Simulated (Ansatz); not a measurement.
**CH5BFN: two geometries relaxed**

Aim: relax the geometries before and after the inversion of the pyramid at N3, and see whether they are two minima and how far apart in energy. SMILES of the start: CB(N)F.

Program: Ansatz 0.2.0. Level of theory: RKS B3LYP-D4/6-31G*. These are calculated values, not measurements.

**1. The structure to begin with**

Bond lengths: C1–B2 1.539 Å, B2–N3 1.505 Å, B2–F4 1.438 Å, C1–H5 1.116 Å, C1–H6 1.129 Å, C1–H7 1.137 Å, N3–H8 1.106 Å, N3–H9 1.094 Å. Angles: C1–B2–N3 120.8°, C1–B2–F4 119.9°, N3–B2–F4 119.2°, B2–C1–H5 113.0°, B2–C1–H6 114.8°, B2–C1–H7 110.0°, H5–C1–H6 108.8°, H5–C1–H7 105.0°, H6–C1–H7 104.4°, B2–N3–H8 106.0°, B2–N3–H9 111.0°, H8–N3–H9 102.8°.

Coordinates:

```xyz
9

C    -0.3525    0.9075   -0.5106
B    -0.0593   -0.5853   -0.2797
N     0.2830   -1.0994    1.0923
F    -0.0323   -1.4915   -1.3954
H     0.3108    1.3673   -1.2810
H    -0.3249    1.5444    0.4213
H    -1.4075    1.0395   -0.9131
H     1.3307   -1.4491    1.0348
H     0.3405   -0.2797    1.8143
```

**2. End point A**

input.yaml

```yaml
crystal:
  periodic: [false, false, false]
  atoms:
    - { symbol: C, position_ang: [-0.3525, 0.9075, -0.5106] }
    - { symbol: B, position_ang: [-0.0593, -0.5853, -0.2797] }
    - { symbol: "N", position_ang: [0.283, -1.0994, 1.0923] }
    - { symbol: F, position_ang: [-0.0323, -1.4915, -1.3954] }
    - { symbol: H, position_ang: [0.3108, 1.3673, -1.281] }
    - { symbol: H, position_ang: [-0.3249, 1.5444, 0.4213] }
    - { symbol: H, position_ang: [-1.4075, 1.0395, -0.9131] }
    - { symbol: H, position_ang: [1.3307, -1.4491, 1.0348] }
    - { symbol: H, position_ang: [0.3405, -0.2797, 1.8143] }
basis:
  gaussian: { orbitals: "6-31G*" }
hamiltonian:
  xc: b3lyp
  dispersion: d4
relax:
  f_tol: 0.015
  max_steps: 40
```

Launch:

```
$ ansatz run input.yaml --threads 1 --pin off --max-ram 2048MiB --backend cpu --events-out ev --progress --plain --runs-dir out
```

Output:

```text
Warning: RAYON_NUM_THREADS=1 ignored (pool sized by the plan → 1); use --threads N
The last accepted step is kept in <dir> (removed where the run ends without a failure and the disk answers)
Engine: ansatz 0.2.0, x86_64-unknown-linux-gnu
Functional definition: B3LYP
  parameter a0 = 0.2
  parameter ax = 0.72
  parameter ac = 0.81
  exchange = (1 - a0 - ax)*slater_x + ax*b88_x + a0*exact_x
  correlation = (1 - ac)*vwn_rpa_c + ac*lyp_c
794 factors; integrals over basis functions are off by at most 4.4e-4 eV
mean field evaluation 1: about -5996.0556 eV, gradient 6.2e1 eV
mean field evaluation 2: about -5988.8190 eV, gradient 8.3e1 eV
mean field evaluation 4: about -6003.8657 eV, gradient 2.6e0 eV
mean field evaluation 8: about -6003.8718 eV, gradient 6.0e-2 eV
mean field -6003.87177165 eV, -220.6382180377 hartree, gradient 7.1e-5 eV, S^2 0.000000; 0 other end points of the search recorded, 0 dependent functions left out
the calculation of the forces begins
reference -6003.87193372 eV, -220.6382239935 hartree; 16, 16 occupied and 54, 54 virtual orbitals, 794 factors
relax step   1: F+E_penalty+E_count = -6004.05844054 eV  Δ(F+E_penalty+E_count) = +0.000e0 eV  max|allowed force component| = 2.757e0 eV/Å  Δτ_max = 0.0000 Å  (23 SCF iters, accepted)
these checks for a lower state are left out or cut short: starts, cluster_reference, orbital_swaps, neighbouring_geometries, increment
794 factors; integrals over basis functions are off by at most 3.9e-4 eV
mean field evaluation 16: about -6004.4841 eV, gradient 2.2e-1 eV
mean field -6004.47606823 eV, -220.6604255275 hartree, gradient 8.3e-6 eV, S^2 0.000000; 0 other end points of the search recorded, 0 dependent functions left out
the calculation of the forces begins
reference -6004.47623260 eV, -220.6604315678 hartree; 16, 16 occupied and 54, 54 virtual orbitals, 794 factors
relax step   2: F+E_penalty+E_count = -6004.66294358 eV  Δ(F+E_penalty+E_count) = -6.045e-1 eV  max|allowed force component| = 2.260e0 eV/Å  Δτ_max = 0.1949 Å  (28 SCF iters, accepted)
these checks for a lower state are left out or cut short: starts, cluster_reference, orbital_swaps, neighbouring_geometries, increment
794 factors; integrals over basis functions are off by at most 3.6e-4 eV
mean field -6004.69548532 eV, -220.6684889566 hartree, gradient 3.3e-5 eV, S^2 0.000000; 0 other end points of the search recorded, 0 dependent functions left out
the calculation of the forces begins
reference -6004.69565170 eV, -220.6684950711 hartree; 16, 16 occupied and 54, 54 virtual orbitals, 794 factors
relax step   3: F+E_penalty+E_count = -6004.88275805 eV  Δ(F+E_penalty+E_count) = -2.198e-1 eV  max|allowed force component| = 1.582e0 eV/Å  Δτ_max = 0.1944 Å  (29 SCF iters, accepted)
these checks for a lower state are left out or cut short: starts, cluster_reference, orbital_swaps, neighbouring_geometries, increment
794 factors; integrals over basis functions are off by at most 3.7e-4 eV
mean field evaluation 32: about -6004.8828 eV, gradient 7.0e-4 eV
mean field -6004.88278788 eV, -220.6753721990 hartree, gradient 2.7e-5 eV, S^2 0.000000; 0 other end points of the search recorded, 0 dependent functions left out
the calculation of the forces begins
reference -6004.88295832 eV, -220.6753784624 hartree; 16, 16 occupied and 54, 54 virtual orbitals, 794 factors
relax step   4: F+E_penalty+E_count = -6005.07022407 eV  Δ(F+E_penalty+E_count) = -1.875e-1 eV  max|allowed force component| = 3.353e-1 eV/Å  Δτ_max = 0.2000 Å  (26 SCF iters, accepted)
these checks for a lower state are left out or cut short: starts, cluster_reference, orbital_swaps, neighbouring_geometries, increment
794 factors; integrals over basis functions are off by at most 3.8e-4 eV
mean field -6004.92673703 eV, -220.6769873004 hartree, gradient 1.8e-5 eV, S^2 0.000000; 0 other end points of the search recorded, 0 dependent functions left out
the calculation of the forces begins
reference -6004.92690830 eV, -220.6769935946 hartree; 16, 16 occupied and 54, 54 virtual orbitals, 794 factors
relax step   5: F+E_penalty+E_count = -6005.11401212 eV  Δ(F+E_penalty+E_count) = -4.379e-2 eV  max|allowed force component| = 2.481e-1 eV/Å  Δτ_max = 0.1432 Å  (25 SCF iters, accepted)
these checks for a lower state are left out or cut short: starts, cluster_reference, orbital_swaps, neighbouring_geometries, increment
794 factors; integrals over basis functions are off by at most 3.8e-4 eV
mean field -6004.93018923 eV, -220.6771141662 hartree, gradient 3.2e-5 eV, S^2 0.000000; 0 other end points of the search recorded, 0 dependent functions left out
the calculation of the forces begins
reference -6004.93036046 eV, -220.6771204590 hartree; 16, 16 occupied and 54, 54 virtual orbitals, 794 factors
relax step   6: F+E_penalty+E_count = -6005.11754738 eV  Δ(F+E_penalty+E_count) = -3.535e-3 eV  max|allowed force component| = 7.230e-2 eV/Å  Δτ_max = 0.0388 Å  (24 SCF iters, accepted)
these checks for a lower state are left out or cut short: starts, cluster_reference, orbital_swaps, neighbouring_geometries, increment
794 factors; integrals over basis functions are off by at most 3.8e-4 eV
mean field -6004.93078795 eV, -220.6771361689 hartree, gradient 3.4e-5 eV, S^2 0.000000; 0 other end points of the search recorded, 0 dependent functions left out
the calculation of the forces begins
reference -6004.93095919 eV, -220.6771424617 hartree; 16, 16 occupied and 54, 54 virtual orbitals, 794 factors
relax step   7: F+E_penalty+E_count = -6005.11825789 eV  Δ(F+E_penalty+E_count) = -7.105e-4 eV  max|allowed force component| = 3.508e-2 eV/Å  Δτ_max = 0.0257 Å  (23 SCF iters, accepted)
these checks for a lower state are left out or cut short: starts, cluster_reference, orbital_swaps, neighbouring_geometries, increment
794 factors; integrals over basis functions are off by at most 3.8e-4 eV
mean field -6004.93096423 eV, -220.6771426470 hartree, gradient 4.0e-5 eV, S^2 0.000000; 0 other end points of the search recorded, 0 dependent functions left out
the calculation of the forces begins
reference -6004.93113548 eV, -220.6771489405 hartree; 16, 16 occupied and 54, 54 virtual orbitals, 794 factors
relax step   8: F+E_penalty+E_count = -6005.11842640 eV  Δ(F+E_penalty+E_count) = -1.685e-4 eV  max|allowed force component| = 1.040e-2 eV/Å  Δτ_max = 0.0179 Å  (23 SCF iters, accepted)
794 factors; integrals over basis functions are off by at most 3.8e-4 eV
mean field evaluation 64: about -6004.9366 eV, gradient 2.0e-1 eV
mean field -6004.93096423 eV, -220.6771426470 hartree, gradient 4.0e-5 eV, S^2 0.000000; 1 other end points of the search recorded, 0 dependent functions left out
the calculation of the forces begins
reference -6004.93113548 eV, -220.6771489405 hartree; 16, 16 occupied and 54, 54 virtual orbitals, 794 factors
Total energy: -6005.11859765 eV, -220.6840380482 hartree
Atom 0 at    -0.430141     0.965069    -0.540911 Å, force    -0.001264     0.009265    -0.003262 eV/Å
Atom 1 at     0.093817    -0.494260    -0.259907 Å, force    -0.002157    -0.007889    -0.008716 eV/Å
Atom 2 at     0.547602    -0.928447     0.994687 Å, force     0.007962    -0.002443     0.004501 eV/Å
Atom 3 at     0.116840    -1.390641    -1.271800 Å, force     0.001993     0.007256     0.010402 eV/Å
Atom 4 at     0.185750     1.452972    -1.307957 Å, force    -0.003760    -0.002718     0.004808 eV/Å
Atom 5 at    -0.432792     1.608642     0.345849 Å, force    -0.000206     0.000529    -0.007588 eV/Å
Atom 6 at    -1.451905     0.939039    -0.941370 Å, force     0.004411    -0.003176     0.004310 eV/Å
Atom 7 at     0.887584    -1.866599     1.156496 Å, force    -0.005952     0.004088    -0.003346 eV/Å
Atom 8 at     0.571746    -0.332073     1.807813 Å, force    -0.001027    -0.004912    -0.001109 eV/Å
Dipole moment:     0.090871     0.070804     0.427563 e Å
```

Wall time 21 s (1 thread of Intel Xeon Platinum 8375C at 2.90GHz (Ice Lake), shared host); peak memory 0.17 GiB.

Step by step:

| step | energy from step 1 (eV) | largest force component (eV/Å) |
| --- | --- | --- |
| 1 | 0.0000 | 2.7569 |
| 2 | -0.6045 | 2.2599 |
| 3 | -0.8243 | 1.5816 |
| 4 | -1.0118 | 0.3353 |
| 5 | -1.0556 | 0.2481 |
| 6 | -1.0591 | 0.0723 |
| 7 | -1.0598 | 0.0351 |
| 8 | -1.0600 | 0.0104 |

Step 1 is the start.

After: Bond lengths: C1–B2 1.576 Å, B2–N3 1.403 Å, B2–F4 1.352 Å, C1–H5 1.098 Å, C1–H6 1.096 Å, C1–H7 1.098 Å, N3–H8 1.011 Å, N3–H9 1.009 Å. Angles: C1–B2–N3 123.6°, C1–B2–F4 119.1°, N3–B2–F4 117.3°, B2–C1–H5 110.5°, B2–C1–H6 113.6°, B2–C1–H7 110.6°, H5–C1–H6 107.8°, H5–C1–H7 106.1°, H6–C1–H7 107.9°, B2–N3–H8 122.6°, B2–N3–H9 123.1°, H8–N3–H9 114.3°.

**3. End point B**

The second end starts from a geometry with the move made by hand.

input.yaml, as its differences from that of step 2:

```diff
@@ -10,4 +10,4 @@
     - { symbol: H, position_ang: [-1.4075, 1.0395, -0.9131] }
-    - { symbol: H, position_ang: [1.3307, -1.4491, 1.0348] }
-    - { symbol: H, position_ang: [0.3405, -0.2797, 1.8143] }
+    - { symbol: H, position_ang: [0.32535, -2.20106, 1.00386] }
+    - { symbol: H, position_ang: [-0.54751, -0.94389, 1.78697] }
 basis:
```

Launch:

```
$ ansatz run input.yaml --threads 1 --pin off --max-ram 2048MiB --backend cpu --events-out ev --progress --plain --runs-dir out
```

Output:

```text
Warning: RAYON_NUM_THREADS=1 ignored (pool sized by the plan → 1); use --threads N
[... 8 set-up lines as earlier in the session ...]
796 factors; integrals over basis functions are off by at most 5.1e-4 eV
mean field evaluation 1: about -5996.2209 eV, gradient 6.2e1 eV
mean field evaluation 2: about -5988.6916 eV, gradient 8.3e1 eV
mean field evaluation 4: about -6004.0015 eV, gradient 2.7e0 eV
mean field evaluation 8: about -6004.0109 eV, gradient 5.3e-2 eV
mean field -6004.01089435 eV, -220.6433307025 hartree, gradient 5.0e-5 eV, S^2 0.000000; 0 other end points of the search recorded, 0 dependent functions left out
the calculation of the forces begins
reference -6004.01105984 eV, -220.6433367842 hartree; 16, 16 occupied and 54, 54 virtual orbitals, 796 factors
relax step   1: F+E_penalty+E_count = -6004.19615651 eV  Δ(F+E_penalty+E_count) = +0.000e0 eV  max|allowed force component| = 2.713e0 eV/Å  Δτ_max = 0.0000 Å  (23 SCF iters, accepted)
these checks for a lower state are left out or cut short: starts, cluster_reference, orbital_swaps, neighbouring_geometries, increment
796 factors; integrals over basis functions are off by at most 4.4e-4 eV
mean field evaluation 16: about -6004.5633 eV, gradient 3.2e-1 eV
mean field -6004.55812745 eV, -220.6634411481 hartree, gradient 1.2e-5 eV, S^2 0.000000; 0 other end points of the search recorded, 0 dependent functions left out
the calculation of the forces begins
reference -6004.55829222 eV, -220.6634472031 hartree; 16, 16 occupied and 54, 54 virtual orbitals, 796 factors
relax step   2: F+E_penalty+E_count = -6004.74426370 eV  Δ(F+E_penalty+E_count) = -5.481e-1 eV  max|allowed force component| = 2.503e0 eV/Å  Δτ_max = 0.1932 Å  (27 SCF iters, accepted)
these checks for a lower state are left out or cut short: starts, cluster_reference, orbital_swaps, neighbouring_geometries, increment
796 factors; integrals over basis functions are off by at most 3.9e-4 eV
mean field -6004.76568740 eV, -220.6710688356 hartree, gradient 2.3e-5 eV, S^2 0.000000; 0 other end points of the search recorded, 0 dependent functions left out
the calculation of the forces begins
reference -6004.76585418 eV, -220.6710749645 hartree; 16, 16 occupied and 54, 54 virtual orbitals, 796 factors
relax step   3: F+E_penalty+E_count = -6004.95329317 eV  Δ(F+E_penalty+E_count) = -2.090e-1 eV  max|allowed force component| = 1.540e0 eV/Å  Δτ_max = 0.1210 Å  (27 SCF iters, accepted)
these checks for a lower state are left out or cut short: starts, cluster_reference, orbital_swaps, neighbouring_geometries, increment
796 factors; integrals over basis functions are off by at most 4.0e-4 eV
mean field evaluation 32: about -6004.9199 eV, gradient 3.5e-2 eV
mean field -6004.91991290 eV, -220.6767365183 hartree, gradient 3.3e-5 eV, S^2 0.000000; 0 other end points of the search recorded, 0 dependent functions left out
the calculation of the forces begins
reference -6004.92008414 eV, -220.6767428110 hartree; 16, 16 occupied and 54, 54 virtual orbitals, 796 factors
relax step   4: F+E_penalty+E_count = -6005.10749577 eV  Δ(F+E_penalty+E_count) = -1.542e-1 eV  max|allowed force component| = 2.587e-1 eV/Å  Δτ_max = 0.2000 Å  (26 SCF iters, accepted)
these checks for a lower state are left out or cut short: starts, cluster_reference, orbital_swaps, neighbouring_geometries, increment
796 factors; integrals over basis functions are off by at most 4.0e-4 eV
mean field -6004.92089179 eV, -220.6767724918 hartree, gradient 5.0e-5 eV, S^2 0.000000; 0 other end points of the search recorded, 0 dependent functions left out
the calculation of the forces begins
reference -6004.92106324 eV, -220.6767787922 hartree; 16, 16 occupied and 54, 54 virtual orbitals, 796 factors
relax step   5: F+E_penalty+E_count = -6005.10839617 eV  Δ(F+E_penalty+E_count) = -9.004e-4 eV  max|allowed force component| = 3.028e-1 eV/Å  Δτ_max = 0.0814 Å  (24 SCF iters, accepted)
these checks for a lower state are left out or cut short: starts, cluster_reference, orbital_swaps, neighbouring_geometries, increment
796 factors; integrals over basis functions are off by at most 4.1e-4 eV
mean field -6004.93008045 eV, -220.6771101688 hartree, gradient 3.4e-5 eV, S^2 0.000000; 0 other end points of the search recorded, 0 dependent functions left out
the calculation of the forces begins
reference -6004.93025239 eV, -220.6771164875 hartree; 16, 16 occupied and 54, 54 virtual orbitals, 796 factors
relax step   6: F+E_penalty+E_count = -6005.11745359 eV  Δ(F+E_penalty+E_count) = -9.057e-3 eV  max|allowed force component| = 3.301e-2 eV/Å  Δτ_max = 0.0722 Å  (22 SCF iters, accepted)
these checks for a lower state are left out or cut short: starts, cluster_reference, orbital_swaps, neighbouring_geometries, increment
796 factors; integrals over basis functions are off by at most 4.1e-4 eV
mean field -6004.93075359 eV, -220.6771349063 hartree, gradient 2.8e-5 eV, S^2 0.000000; 0 other end points of the search recorded, 0 dependent functions left out
the calculation of the forces begins
reference -6004.93092553 eV, -220.6771412247 hartree; 16, 16 occupied and 54, 54 virtual orbitals, 796 factors
relax step   7: F+E_penalty+E_count = -6005.11815643 eV  Δ(F+E_penalty+E_count) = -7.028e-4 eV  max|allowed force component| = 1.072e-2 eV/Å  Δτ_max = 0.0341 Å  (23 SCF iters, accepted)
these checks for a lower state are left out or cut short: starts, cluster_reference, orbital_swaps, neighbouring_geometries, increment
796 factors; integrals over basis functions are off by at most 4.1e-4 eV
mean field -6004.93095102 eV, -220.6771421617 hartree, gradient 3.1e-5 eV, S^2 0.000000; 0 other end points of the search recorded, 0 dependent functions left out
the calculation of the forces begins
reference -6004.93112285 eV, -220.6771484762 hartree; 16, 16 occupied and 54, 54 virtual orbitals, 796 factors
relax step   8: F+E_penalty+E_count = -6005.11837829 eV  Δ(F+E_penalty+E_count) = -2.219e-4 eV  max|allowed force component| = 4.360e-2 eV/Å  Δτ_max = 0.0506 Å  (23 SCF iters, accepted)
these checks for a lower state are left out or cut short: starts, cluster_reference, orbital_swaps, neighbouring_geometries, increment
796 factors; integrals over basis functions are off by at most 4.1e-4 eV
mean field -6004.93103248 eV, -220.6771451552 hartree, gradient 3.8e-5 eV, S^2 0.000000; 0 other end points of the search recorded, 0 dependent functions left out
the calculation of the forces begins
reference -6004.93120430 eV, -220.6771514695 hartree; 16, 16 occupied and 54, 54 virtual orbitals, 796 factors
relax step   9: F+E_penalty+E_count = -6005.11846129 eV  Δ(F+E_penalty+E_count) = -8.300e-5 eV  max|allowed force component| = 2.340e-2 eV/Å  Δτ_max = 0.0094 Å  (23 SCF iters, accepted)
these checks for a lower state are left out or cut short: starts, cluster_reference, orbital_swaps, neighbouring_geometries, increment
796 factors; integrals over basis functions are off by at most 4.1e-4 eV
mean field evaluation 64: about -6004.9311 eV, gradient 1.8e-5 eV
mean field -6004.93107989 eV, -220.6771468974 hartree, gradient 1.8e-5 eV, S^2 0.000000; 0 other end points of the search recorded, 0 dependent functions left out
the calculation of the forces begins
reference -6004.93125168 eV, -220.6771532107 hartree; 16, 16 occupied and 54, 54 virtual orbitals, 796 factors
relax step  10: F+E_penalty+E_count = -6005.11851542 eV  Δ(F+E_penalty+E_count) = -5.413e-5 eV  max|allowed force component| = 1.711e-3 eV/Å  Δτ_max = 0.0039 Å  (21 SCF iters, accepted)
796 factors; integrals over basis functions are off by at most 4.1e-4 eV
mean field -6004.93107989 eV, -220.6771468974 hartree, gradient 1.8e-5 eV, S^2 0.000000; 1 other end points of the search recorded, 0 dependent functions left out
the calculation of the forces begins
reference -6004.93125168 eV, -220.6771532107 hartree; 16, 16 occupied and 54, 54 virtual orbitals, 796 factors
Total energy: -6005.11868722 eV, -220.6840413395 hartree
Atom 0 at    -0.415977     0.902807    -0.504243 Å, force    -0.000359    -0.001027     0.001204 eV/Å
Atom 1 at    -0.109871    -0.629542    -0.299835 Å, force    -0.000597     0.001498    -0.001711 eV/Å
Atom 2 at     0.021229    -1.236684     0.958211 Å, force    -0.000166     0.000160     0.000390 eV/Å
Atom 3 at     0.037296    -1.419801    -1.386673 Å, force    -0.000049    -0.000411     0.000996 eV/Å
Atom 4 at     0.375664     1.377377    -1.098382 Å, force     0.000338     0.000038     0.000070 eV/Å
Atom 5 at    -0.512827     1.461461     0.433117 Å, force     0.000039    -0.000221    -0.000077 eV/Å
Atom 6 at    -1.345683     1.036300    -1.072471 Å, force     0.000164     0.000268    -0.000591 eV/Å
Atom 7 at     0.216836    -2.222200     1.068318 Å, force     0.000427    -0.000408    -0.000181 eV/Å
Atom 8 at    -0.071528    -0.732167     1.826589 Å, force     0.000201     0.000102    -0.000100 eV/Å
Dipole moment:     0.000094     0.016059     0.442041 e Å
```

Wall time 25 s (1 thread of Intel Xeon Platinum 8375C at 2.90GHz (Ice Lake), shared host); peak memory 0.17 GiB.

The steps of the relaxation:

| step | energy from step 1 (eV) | largest force component (eV/Å) |
| --- | --- | --- |
| 1 | 0.0000 | 2.7127 |
| 2 | -0.5481 | 2.5025 |
| 3 | -0.7571 | 1.5396 |
| 4 | -0.9113 | 0.2587 |
| 5 | -0.9122 | 0.3028 |
| 6 | -0.9213 | 0.0330 |
| 7 | -0.9220 | 0.0107 |
| 8 | -0.9222 | 0.0436 |
| 9 | -0.9223 | 0.0234 |
| 10 | -0.9224 | 0.0017 |

Step 1 is the start.

After: Bond lengths: C1–B2 1.576 Å, B2–N3 1.403 Å, B2–F4 1.352 Å, C1–H5 1.098 Å, C1–H6 1.095 Å, C1–H7 1.098 Å, N3–H8 1.011 Å, N3–H9 1.009 Å. Angles: C1–B2–N3 123.7°, C1–B2–F4 119.0°, N3–B2–F4 117.2°, B2–C1–H5 110.5°, B2–C1–H6 113.7°, B2–C1–H7 110.5°, H5–C1–H6 107.8°, H5–C1–H7 106.1°, H6–C1–H7 107.8°, B2–N3–H8 122.5°, B2–N3–H9 123.2°, H8–N3–H9 114.3°.

**4. Results**

```
                           quantity                    value
                              end A  7 moves, 1.060 eV lower
                              end B  9 moves, 0.922 eV lower
largest difference between the ends                   0.03 Å
            end B relative to end A                -0.000 eV
```

In words: Both starts fell into the same minimum (no atom differs by more than 0.03 Å), so from this start no second minimum was found and no band was run; another arrangement could still be one.
